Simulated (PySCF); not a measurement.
# Br2: basis, grid and Hamiltonian

Which parts of the numerical set-up matter for Br2? Each run edits the base script.

Program: PySCF 2.14.0. Level of theory: each script names its method and basis. These are calculated values, not measurements.

2 further runs of the same task are left out: 2 that didn't finish.

### Step 1. Starting geometry

Br2: 2 atoms, charge 0, spin multiplicity 1.

Bond lengths: Br1–Br2 2.007 Å.

### Step 2. The run that the others are compared with

input.py reads:

```python
from pyscf import gto, dft

mol = gto.M(
    atom='Br 0 0 0; Br 0 0 2.007',
    basis='lanl2dz',
    ecp={'Br': 'lanl2dz'},
    charge=0,
    spin=0,
    verbose=4,
)
mf = dft.RKS(mol, xc='r2scan')
mf.kernel()
mf.dip_moment()
print('orbital energies (hartree):', mf.mo_energy[..., max(0, mol.nelec[1]-3):mol.nelec[0]+3].round(4))
```

Command:

```sh
> OMP_NUM_THREADS=1 python input.py
```

The log of this run is left out.

In short: E(SCF) = -26.221151 Eh, 6 cycles, μ = 0.00 D.

The bond length is a typed value, not an optimised one.

### Step 3. Cc-pvdz-dk (core potential off, X2C on)

Edit 1 changes basis set: lanl2dz → cc-pvdz-dk; core potential: on → off; spin-free X2C: off → on. The core potential changes with it: totals don't compare.

input.py reads:

```python
from pyscf import gto, dft

mol = gto.M(
    atom='Br 0 0 0; Br 0 0 2.007',
    basis='cc-pvdz-dk',
    charge=0,
    spin=0,
    verbose=4,
)
mf = dft.RKS(mol, xc='r2scan')
mf = mf.sfx2c1e()
mf.kernel()
mf.dip_moment()
print('orbital energies (hartree):', mf.mo_energy[..., max(0, mol.nelec[1]-3):mol.nelec[0]+3].round(4))
```

Command:

```sh
> OMP_NUM_THREADS=1 python input.py
```

### Step 4. Integration grid (99, 590)

Edit 2 changes integration grid: default → (99, 590).

Edit input.py of step 2 so:

```diff
@@ -11,2 +11,3 @@
 mf = dft.RKS(mol, xc='r2scan')
+mf.grids.atom_grid = (99, 590)
 mf.kernel()
```

### Step 5. Integration grid 5

Edit 3 changes integration grid: default → 5.

Edit input.py of step 2 so:

```diff
@@ -11,2 +11,3 @@
 mf = dft.RKS(mol, xc='r2scan')
+mf.grids.level = 5
 mf.kernel()
```

Q: Predict the outcome of this session. Wanted: for each run, E(SCF); from base; gap.

The runs gave:

| run | E(SCF) (hartree) | from base (eV) | cycles | gap (eV) | functions |
| --- | --- | --- | --- | --- | --- |
| base | -26.221151 | 0 | 6 | 4.17 | 16 |
| cc-pvdz-dk (core potential off, X2C on) | -5212.234882 | not comparable | 7 | 4.20 | 54 |
| integration grid (99, 590) | -26.221154 | -0.0001 | 6 | 4.17 | 16 |
| integration grid 5 | -26.221153 | -0.0001 | 6 | 4.17 | 16 |

**Reading.** No change of the SCF energy comes from integration grid 5.
